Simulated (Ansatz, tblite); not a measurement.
# OsO3S (OsSO₃): a ladder of methods and basis sets

How do method and basis change the picture of OsO3S (OsSO₃) (singlet)?

Computed with Ansatz 0.2.0, Gaussian basis. Level: as each input shows.

Levels to be run: GFN1-xTB, GFN2-xTB, PBE-D4/def2-TZVP, r2SCAN-D4/def2-TZVP, LC-ωPBE/def2-TZVP, B2PLYP/def2-TZVP, CAM-B3LYP-D4/def2-TZVP, ωB97M-V/def2-TZVP, B3LYP-D4/def2-TZVP, HSE06-D4/def2-TZVP, BLYP-D4/def2-TZVP, PBE-D4/def2-SVP, PBE0-D4/def2-SVP, PBE0-D4/def2-TZVPD, PBE-D4/def2-TZVPD, r2SCAN-D4/def2-TZVPD, CCSD(T)/def2-TZVPP, MP2/def2-TZVP, RPA/def2-TZVP.

## (1) The relaxed structure

The singlet was relaxed beforehand with r2SCAN-D4/def2-SVP.

5 atoms, charge 0, spin multiplicity 1.

Bond lengths: Os1–O2 1.712 Å, Os1–O3 1.712 Å, Os1–O4 1.712 Å, Os1–S5 2.119 Å. Angles: O2–Os1–O3 109.9°, O2–Os1–O4 109.9°, O2–Os1–S5 109.0°, O3–Os1–O4 109.9°, O3–Os1–S5 109.0°, O4–Os1–S5 109.0°.

Formally the metal is d0. Os takes a core potential in the def2 sets. No spin-orbit coupling is included.

PBE0-D4/def2-TZVP was run before; its log isn't repeated, and its numbers join the tables.

## (2) GFN1-xTB

Tight binding, by tblite at 300 K electronic temperature and without a spin-polarisation term:

```python
tblite.interface.Calculator('GFN1-xTB', numbers, positions, charge=0, uhf=0).singlepoint()
```

Energy -571.8259 eV, HOMO -13.89 eV, LUMO -11.31 eV; 0.007 s.

## (3) GFN2-xTB

Tight binding, by tblite at 300 K electronic temperature and without a spin-polarisation term:

```python
tblite.interface.Calculator('GFN2-xTB', numbers, positions, charge=0, uhf=0).singlepoint()
```

Energy -506.4724 eV, HOMO -12.97 eV, LUMO -11.36 eV; 0.007 s.

## (4) PBE-D4/def2-TZVP

start.molden holds the orbitals of an earlier run on this state, given as this run's starting guess.

File in.yaml:

```yaml
crystal:
  periodic: [false, false, false]
  atoms:
    - {symbol: Os, position_ang: [0.042017, 0.072289, 0.030105]}
    - {symbol: O, position_ang: [0.046933, 0.042148, 1.741406]}
    - {symbol: O, position_ang: [1.649547, 0.069784, -0.557390]}
    - {symbol: O, position_ang: [-0.779139, 1.467304, -0.525778]}
    - {symbol: S, position_ang: [-0.959359, -1.651525, -0.688343]}
basis:
  gaussian: {orbitals: def2-TZVP, initial_orbitals: start.molden}
hamiltonian: {xc: pbe, dispersion: d4}
scf: {omitted_lower_state_checks: [starts]}
output: {orbitals: {seedname: orbitals}}
```

Run with:

```console
$ ansatz run in.yaml --threads 4 --pin off --events-out ev --progress --plain --max-ram 3916MiB
```

The runs that follow: r2SCAN-D4/def2-TZVP; LC-ωPBE/def2-TZVP; B2PLYP/def2-TZVP; CAM-B3LYP-D4/def2-TZVP; ωB97M-V/def2-TZVP; B3LYP-D4/def2-TZVP; HSE06-D4/def2-TZVP; BLYP-D4/def2-TZVP; PBE-D4/def2-SVP; PBE0-D4/def2-SVP; PBE0-D4/def2-TZVPD; PBE-D4/def2-TZVPD; r2SCAN-D4/def2-TZVPD; CCSD(T)/def2-TZVPP; MP2/def2-TZVP; RPA/def2-TZVP.

Q: Predict the results of all the runs planned. Wanted: gap in def2-TZVP, named functionals, smallest and largest; correlation energy, CCSD(T)/def2-TZVPP; correlation energy, MP2/def2-TZVP; binding an atom, functionals in def2-TZVP; PBE0 total energy, smallest basis above largest.

As calculated:

| quantity | value |
| --- | --- |
| gap in def2-TZVP, named functionals, smallest and largest | 2.71 eV (BLYP-D4), 8.84 eV (LC-ωPBE) |
| correlation energy, CCSD(T)/def2-TZVPP | -44.52 eV |
| correlation energy, MP2/def2-TZVP | -43.74 eV |
| binding an atom, functionals in def2-TZVP | 3.87 (ωB97M-V) to 4.79 eV (PBE-D4) |
| PBE0 total energy, smallest basis above largest | 12.17 eV (def2-SVP, def2-TZVPD) |

What this shows: Orbital gaps of the named functionals in def2-TZVP span 2.71 eV (BLYP-D4) to 8.84 eV (LC-ωPBE); exact exchange widens it. Notes on CCSD(T)/def2-TZVPP and its Hartree-Fock reference, which MP2 shares: restricted state is unstable towards broken spin symmetry.
